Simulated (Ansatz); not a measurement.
# Si2BNH8: basis-set convergence

Aim: see how fast density functionals converge with the basis set for Si2BNH8.

Method: one geometry, several basis sets; program: Ansatz 0.2.0, Gaussian basis.

Plan: PBE0-D4/def2-SVP; ωB97M-V/def2-SVP; PBE0-D4/def2-QZVPP; ωB97M-V/def2-QZVPP; the functionals' def2-TZVPP values are taken from earlier runs.

**1. Structure used throughout**

The geometry comes from an earlier relaxation with PBE0-D4 in a triple-zeta def2 set; it is a stationary point, not always the lowest conformer.

SMILES `BN[SiH2][SiH3]`, 12 atoms, charge 0, spin multiplicity 1.

Atoms are counted from 1 here; the program's logs count them from 0.

Bond lengths: B1–N2 1.399 Å, B1–H5 1.198 Å, B1–H6 1.198 Å, N2–Si3 1.751 Å, N2–H7 1.011 Å, Si3–Si4 2.344 Å, Si3–H8 1.490 Å, Si3–H9 1.483 Å, Si4–H10 1.488 Å, Si4–H11 1.490 Å, Si4–H12 1.488 Å. Angles: N2–B1–H5 119.0°, N2–B1–H6 119.6°, H5–B1–H6 121.5°, B1–N2–Si3 126.8°, B1–N2–H7 116.7°, Si3–N2–H7 116.5°, N2–Si3–Si4 111.0°, N2–Si3–H8 109.6°, N2–Si3–H9 107.1°, Si4–Si3–H8 108.8°, Si4–Si3–H9 111.1°, H8–Si3–H9 109.2°, Si3–Si4–H10 110.6°, Si3–Si4–H11 109.9°, Si3–Si4–H12 110.5°, H10–Si4–H11 108.4°, H10–Si4–H12 109.0°, H11–Si4–H12 108.5°.

**2. PBE0-D4 in def2-SVP**

in.yaml reads:

```yaml
crystal:
  periodic: [false, false, false]
  atoms:
    - {symbol: B, position_ang: [-0.295418, 2.312926, 0.345853]}
    - {symbol: N, position_ang: [-0.357212, 0.981918, 0.771374]}
    - {symbol: Si, position_ang: [-0.792174, -0.410770, -0.196796]}
    - {symbol: Si, position_ang: [1.029502, -1.866013, -0.439380]}
    - {symbol: H, position_ang: [-0.582441, 2.573629, -0.787603]}
    - {symbol: H, position_ang: [0.042069, 3.164843, 1.117474]}
    - {symbol: H, position_ang: [-0.102298, 0.800614, 1.733023]}
    - {symbol: H, position_ang: [-1.910214, -1.146363, 0.459138]}
    - {symbol: H, position_ang: [-1.247838, 0.097614, -1.513680]}
    - {symbol: H, position_ang: [2.137297, -1.199639, -1.175472]}
    - {symbol: H, position_ang: [1.533593, -2.273751, 0.901795]}
    - {symbol: H, position_ang: [0.622136, -3.090107, -1.181726]}
basis:
  gaussian: {orbitals: def2-SVP}
hamiltonian: {xc: pbe0, dispersion: d4}
output: {orbitals: {seedname: orbitals}}
```

Launch:

```console
> ansatz run in.yaml --threads 4 --pin off --events-out ev --progress --plain --max-ram 10444MiB
```

The runs that follow: ωB97M-V in def2-SVP; PBE0-D4 in def2-QZVPP; ωB97M-V in def2-QZVPP.

Before running them: what should the planned runs give, taken together? Wanted: PBE0-D4: double and triple zeta above quadruple; ωB97M-V: double and triple zeta above quadruple.

As calculated:

```
                                       quantity          value
PBE0-D4: double and triple zeta above quadruple  8.81, 0.68 eV
ωB97M-V: double and triple zeta above quadruple  8.96, 0.63 eV
```

**Reading.** For PBE0-D4 the step from double to triple zeta gains 8.13 eV and the next only 0.68 eV. Total energies overstate the basis error of differences, where much of it tends to cancel. The LUMO of ωB97M-V is positive and keeps falling with the basis (1.84 to 1.15 eV): an unbound level that the basis holds in place.
